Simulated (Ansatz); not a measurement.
# CH7BN2: the cost of one run

Method: RKS PBE/def2-SVP, in Ansatz 0.2.0.

## Step 1: The system as given

Bond lengths: N1–B2 1.483 Å, B2–C3 1.591 Å, C3–N4 1.521 Å, N1–H5 1.080 Å, N1–H6 1.007 Å, B2–H7 1.192 Å, C3–H8 1.125 Å, C3–H9 1.081 Å, N4–H10 1.102 Å, N4–H11 1.064 Å. Angles (14 of 15 angles, heavy atoms first): N1–B2–C3 120.0°, B2–C3–N4 107.7°, N1–B2–H7 120.1°, C3–B2–H7 119.8°, B2–N1–H5 106.9°, B2–N1–H6 113.5°, B2–C3–H8 106.8°, B2–C3–H9 110.8°, N4–C3–H8 105.2°, N4–C3–H9 110.9°, C3–N4–H10 104.3°, C3–N4–H11 104.9°, H5–N1–H6 108.0°, H8–C3–H9 115.0°.

Coordinates:

```xyz
11

N    -0.3201    1.8080    0.1094
B     0.1577    0.7516   -0.8147
C    -0.0668   -0.7819   -0.4546
N     0.7634   -1.0925    0.7814
H    -1.3839    1.6619    0.2296
H     0.1053    1.7663    1.0213
H     0.7021    1.0483   -1.8329
H     0.4007   -1.3823   -1.2830
H    -1.1135   -0.9854   -0.2766
H     0.1581   -0.7091    1.6185
H     0.6624   -2.1420    0.9222
```

## Step 2: End point A

Contents of input.yaml:

```yaml
crystal:
  periodic: [false, false, false]
  atoms:
    - { symbol: "N", position_ang: [-0.3201, 1.808, 0.1094] }
    - { symbol: B, position_ang: [0.1577, 0.7516, -0.8147] }
    - { symbol: C, position_ang: [-0.0668, -0.7819, -0.4546] }
    - { symbol: "N", position_ang: [0.7634, -1.0925, 0.7814] }
    - { symbol: H, position_ang: [-1.3839, 1.6619, 0.2296] }
    - { symbol: H, position_ang: [0.1053, 1.7663, 1.0213] }
    - { symbol: H, position_ang: [0.7021, 1.0483, -1.8329] }
    - { symbol: H, position_ang: [0.4007, -1.3823, -1.283] }
    - { symbol: H, position_ang: [-1.1135, -0.9854, -0.2766] }
    - { symbol: H, position_ang: [0.1581, -0.7091, 1.6185] }
    - { symbol: H, position_ang: [0.6624, -2.142, 0.9222] }
basis:
  gaussian: { orbitals: def2-SVP }
hamiltonian:
  xc: pbe
relax:
  f_tol: 0.015
  max_steps: 40
```

Command:

```bash
ansatz run input.yaml --threads 1 --pin off --max-ram 2048MiB --backend cpu --events-out ev --progress --plain --runs-dir out
```

What time and memory should one allow on 1 thread of Intel Xeon Platinum 8259CL at 2.50GHz (Skylake/Cascade Lake), shared host?

About 65 s, with a peak of 0.14 GiB.
